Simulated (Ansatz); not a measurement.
**SiGeHO (doublet): wave-function methods side by side at a displaced geometry (v2), cc-pVDZ**

One table from this session's results is given with a row withheld; the runs are named, their logs left out.

Computed with Ansatz 0.2.0, Gaussian basis. Level: cc-pVDZ, core rule «outside noble gas», up to 20 orbitals frozen.

The runs, in order: UHF; CCSD(T) on ROHF; CCSD(T) on UHF; BCCD(T) on ROHF; CISD as a restricted active space (open shells left free, so some higher excitations enter); CCSDT(Q) on ROHF; CCSDT(Q) on UHF; CASSCF and MRCISD+Q, 9 electrons in 9 orbitals; CASSCF and NEVPT2, 9 electrons in 9 orbitals.

20 further runs of the same task are left out: 8 that didn't finish, 12 set aside as unsound or not needed. Runs told in other sessions of the task aren't counted.

**The system**

The geometry is a PBE0/def2-TZVP stationary point (not a proven minimum) with its atoms shifted at random (size 0.100 Å). No spin-orbit coupling is included. The filled d shell of Ge may be among the frozen orbitals whatever the setting's name suggests.

4 atoms, charge 0, spin multiplicity 2.

Atoms are counted from 1 here; the program's logs count them from 0.

Bond lengths: O1–Ge2 2.105 Å, O1–Si3 1.790 Å, O1–H4 1.027 Å, Ge2–Si3 2.335 Å. Angles: Ge2–O1–Si3 73.1°, Ge2–O1–H4 124.9°, Si3–O1–H4 121.4°, O1–Ge2–Si3 47.2°, O1–Si3–Ge2 59.7°.

Geometry (Å):

```
O     0.21654   -1.13708    0.91350
Ge   -0.05024    0.06546   -0.79392
Si    0.02174    0.54602    1.48946
H    -0.42264   -1.88275    1.21322
```

Set-up of the first run:

in.yaml

```yaml
crystal:
  periodic: [false, false, false]
  atoms:
    - {symbol: O, position_ang: [0.216538, -1.137081, 0.913502]}
    - {symbol: Ge, position_ang: [-0.050235, 0.065459, -0.793922]}
    - {symbol: Si, position_ang: [0.021741, 0.546024, 1.489457]}
    - {symbol: H, position_ang: [-0.422641, -1.882748, 1.213220]}
basis:
  gaussian: {orbitals: cc-pVDZ}
magnetization: {spin_polarized: true, initial_magnetization: 1}
hamiltonian: {xc: hf}
output: {orbitals: {seedname: orbitals}}
```

Started as:

```
> ansatz run in.yaml --threads 1 --pin off --events-out ev --progress --plain --max-ram 2393MiB
```

Among the steps run: UHF; CCSD(T) on ROHF; CCSD(T) on UHF; BCCD(T) on ROHF; CISD as a restricted active space (open shells left free, so some higher excitations enter); CCSDT(Q) on ROHF; CCSDT(Q) on UHF; CASSCF and MRCISD+Q, 9 electrons in 9 orbitals; CASSCF and NEVPT2, 9 electrons in 9 orbitals.

One table of the session follows, with a row left open; its other results are not shown here.

| method | from UCCSDT(Q) (kJ/mol) |
| --- | --- |
| ROHF | +1008.7 |
| UHF | +999.3 |
| RMP2 | +121.4 |
| UMP2 | ? |
| RCCSD | +43.7 |
| UCCSD | +44.1 |
| RCCSD(T) | +8.0 |
| UCCSD(T) | +8.6 |
| BCCD(T) | +7.5 |
| RCCSDT | +4.1 |
| UCCSDT | +4.1 |
| RCCSDT(Q) | +0.5 |
| UCCSDT(Q) | 0 |
| CASSCF frontier | +655.6 |
| MRCISD frontier | +86.8 |
| MRCISD+Q frontier | +17.1 |

Q: Estimate the row for UMP2 from the others.

**Answer.** from UCCSDT(Q) (kJ/mol): +136.7. In the column «from UCCSDT(Q) (kJ/mol)» it lies between RMP2 (+121.4) and CASSCF frontier (+655.6).

Not comparable, so not listed: CISD as a restricted active space (open shells left free, so some higher excitations enter); CASSCF and NEVPT2, 9 electrons in 9 orbitals (they don't share determinant, frozen orbitals or solution with the rows shown, or repeat one).

Limits of these values: Restricted and unrestricted rows rest on different reference determinants; a gap between their highest levels can come from leftover correlation error, from unlike frozen cores or from another state. Warnings in the runs' records: passed over end.
